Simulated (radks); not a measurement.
**Ionisation energy and size from Lu to Hg**

The task here is to estimate one member of a computed series from the others.

The numbers are computed with radks (a radial shooting solver on a logarithmic mesh, Libxc functionals) version 1 (Dirac Kohn-Sham, PBE, spin-unpolarised, spherical densities, finite nucleus; open shells are shared between the two j in proportion to 2j + 1), except any that are marked as measured or tabulated.

### Starting point

- species: Lu, Hf, Ta, W, Re, Os, Ir, Pt, Au, Hg
- runs: 20, each species and its next ion

The first run:

Input:

```text
Z 71
configuration [Xe] 4f14 5d1 6s2
relativity Dirac
functional pbe,pbe
spin unpolarised
j_filling average
nucleus finite rms 5.37 fm
c 137.035999084
```

Among the steps run: Lu, [Xe] 4f14 5d1 6s2; Lu⁺, [Xe] 4f14 6s2; Hf, [Xe] 4f14 5d2 6s2; Hf⁺, [Xe] 4f14 5d1 6s2; Ta, [Xe] 4f14 5d3 6s2; Ta⁺, [Xe] 4f14 5d3 6s1; W, [Xe] 4f14 5d4 6s2; W⁺, [Xe] 4f14 5d4 6s1; Re, [Xe] 4f14 5d5 6s2; Re⁺, [Xe] 4f14 5d5 6s1; Os, [Xe] 4f14 5d6 6s2; Os⁺, [Xe] 4f14 5d6 6s1; Ir, [Xe] 4f14 5d7 6s2; Ir⁺, [Xe] 4f14 5d7 6s1; Pt, [Xe] 4f14 5d9 6s1; Pt⁺, [Xe] 4f14 5d9; Au, [Xe] 4f14 5d10 6s1; Au⁺, [Xe] 4f14 5d10; Hg, [Hg]; Hg⁺, [Xe] 4f14 5d10 6s1.

One of the session's tables, all rows but one given; the rest of the session is left out.

```
species  Δ-SCF (eV)  −ε(HOMO) (eV)  its <r> (bohr)
     Lu       5.260          1.632            3.65
     Hf       6.502          2.520            3.45
     Ta           ?              ?               ?
      W       8.886          4.203            3.18
     Re       9.251          5.031            3.07
     Os       9.581          5.857            2.98
     Ir       9.884          6.336            2.90
     Pt       9.204          5.650            2.93
     Au       9.420          5.775            2.87
     Hg      10.694          6.823            2.70
```

**Question.** Estimate the row for Ta.

The run gave: Δ-SCF (eV): 8.469; −ε(HOMO) (eV): 3.369; its <r> (bohr): 3.30. In the column «Δ-SCF (eV)» it lies between Hf (6.502) and W (8.886).

Limits of these values: For Lu, Hf, Ta, W, Re, Os, Pt the highest level isn't the widest one, so −ε(HOMO) and <r> belong to different orbitals, and Δ-SCF follows the ion's typed configuration. Spin polarisation and multiplet splitting are left out, so open shells lie too high by an amount that depends on their filling.
